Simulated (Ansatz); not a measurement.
# C2H5As: a ladder of functionals and wavefunction methods

Aim: compute C2H5As with functionals from several rungs and with coupled cluster. The yardstick is the atomisation energy at the CCSD(T) limit.

Method: functionals in def2-TZVPP, the program's frozen cores in correlated methods; program: Ansatz 0.2.0, Gaussian basis.

Plan: LDA (SPW92), PBE-D4, revPBE-D4, BLYP-D4, r2SCAN-D4, B97M-V, PBE0-D4, B3LYP-D4, r2SCANh-D4, r2SCAN0-D4, HSE06-D4, BHLYP-D4, CAM-B3LYP-D4, LC-ωPBE, ωB97X-V, ωB97M-V, B2PLYP, PBE-QIDH; CCSD(T)/def2-SVP; CCSD(T)/def2-TZVPP; MP2/def2-QZVPP; extrapolation to the limit; RPA on PBE.

## Step 1: Structure used throughout

The geometry comes from an earlier relaxation with PBE0-D4 in a triple-zeta def2 set; it is a stationary point, not always the lowest conformer.

SMILES `C1C[AsH]1`, 8 atoms, charge 0, spin multiplicity 1.

Atoms are counted from 1 here; the program's logs count them from 0.

Bond lengths: C1–C2 1.475 Å, C1–As3 1.990 Å, C1–H4 1.082 Å, C1–H5 1.084 Å, C2–As3 1.990 Å, C2–H6 1.084 Å, C2–H7 1.082 Å, As3–H8 1.526 Å. Angles: C2–C1–As3 68.3°, C2–C1–H4 118.7°, C2–C1–H5 118.1°, As3–C1–H4 115.8°, As3–C1–H5 113.5°, H4–C1–H5 114.4°, C1–C2–As3 68.3°, C1–C2–H6 118.1°, C1–C2–H7 118.7°, As3–C2–H6 113.5°, As3–C2–H7 115.7°, H6–C2–H7 114.4°, C1–As3–C2 43.5°, C1–As3–H8 93.4°, C2–As3–H8 93.4°.

## Step 2: LDA

This LDA is Slater exchange with PW92 correlation.

Contents of in.yaml:

```yaml
crystal:
  periodic: [false, false, false]
  atoms:
    - {symbol: C, position_ang: [-0.648933, 0.226367, -0.453213]}
    - {symbol: C, position_ang: [0.690729, 0.453792, 0.120134]}
    - {symbol: As, position_ang: [-0.393723, -0.778641, 1.245649]}
    - {symbol: H, position_ang: [-0.736459, -0.376316, -1.347754]}
    - {symbol: H, position_ang: [-1.378243, 1.024266, -0.378069]}
    - {symbol: H, position_ang: [0.888827, 1.409133, 0.591534]}
    - {symbol: H, position_ang: [1.547912, 0.010887, -0.369946]}
    - {symbol: H, position_ang: [0.122092, -2.026689, 0.535865]}
basis:
  gaussian: {orbitals: def2-TZVPP}
hamiltonian: {xc: lda}
output: {orbitals: {seedname: orbitals}}
```

Command:

```sh
$ ansatz run in.yaml --threads 2 --pin off --events-out ev --progress --plain --max-ram 4352MiB
```

After this run come: PBE-D4 (GGA); revPBE-D4 (GGA); BLYP-D4 (GGA); r2SCAN-D4 (meta-GGA); B97M-V (meta-GGA); B3LYP-D4 (hybrid); r2SCANh-D4 (hybrid); r2SCAN0-D4 (hybrid); HSE06-D4 (hybrid); BHLYP-D4 (hybrid); CAM-B3LYP-D4 (range-separated); LC-ωPBE (range-separated); ωB97X-V (range-separated); ωB97M-V (range-separated); B2PLYP (double hybrid); PBE-QIDH (double hybrid); CCSD(T) in def2-SVP; CCSD(T) in def2-TZVPP; MP2 in def2-QZVPP; RPA on PBE orbitals.

Q: Predict the results of all the runs planned. Wanted: atomisation energy, CCSD(T)/CBS; farthest beyond LDA; mean size of error, GGA; mean size of error, meta-GGA; mean size of error, hybrid; mean size of error, range-separated; mean size of error, double hybrid; gap, smallest and largest; T1 diagnostic.

As calculated:

| quantity | value |
| --- | --- |
| atomisation energy, CCSD(T)/CBS | 2806.0 kJ/mol |
| functionals within 28.1 kJ/mol (1.0 %) | revPBE-D4, BLYP-D4, r2SCAN-D4, B97M-V, PBE0-D4, B3LYP-D4, r2SCANh-D4, r2SCAN0-D4, HSE06-D4, CAM-B3LYP-D4, LC-ωPBE, ωB97X-V, ωB97M-V, B2PLYP, PBE-QIDH |
| farthest beyond LDA | BHLYP-D4 (-72.3 kJ/mol) |
| mean size of error, GGA | 24.1 kJ/mol |
| mean size of error, meta-GGA | 14.8 kJ/mol |
| mean size of error, hybrid | 24.4 kJ/mol |
| mean size of error, range-separated | 13.1 kJ/mol |
| mean size of error, double hybrid | 18.6 kJ/mol |
| gap, smallest and largest | 5.31 eV (BLYP-D4), 12.00 eV (LC-ωPBE) |
| T1 diagnostic | 0.0102 |
| triples share of the correlation energy | 4.1 % |

LDA overbinds by 422.6 kJ/mol (15 %). PBE-D4 misses by +65.4 kJ/mol. Double hybrids carry the basis error of their MP2 part in triple zeta, and no dispersion term here, so their miss is partly the set-up's. The rungs range-separated, meta-GGA, double hybrid, GGA, hybrid miss on average by less than the doubt on the reference (28.1 kJ/mol), so they tie. Misses under about 28.1 kJ/mol are within the doubt on the reference itself, which lacks core-valence correlation, relativity and higher excitations, and its outer-core shells are covered unevenly. Hartree-Fock recovers 71 % of the binding; the rest is correlation. CCSD(T) in def2-SVP is off by -165.0 kJ/mol, worse than the median functional, from the basis alone. The gap grows from 5.3 to 12.0 eV across the functionals, mostly with the share of exact exchange. Correlated methods include outer-core shells of As, which these sets cover unevenly.
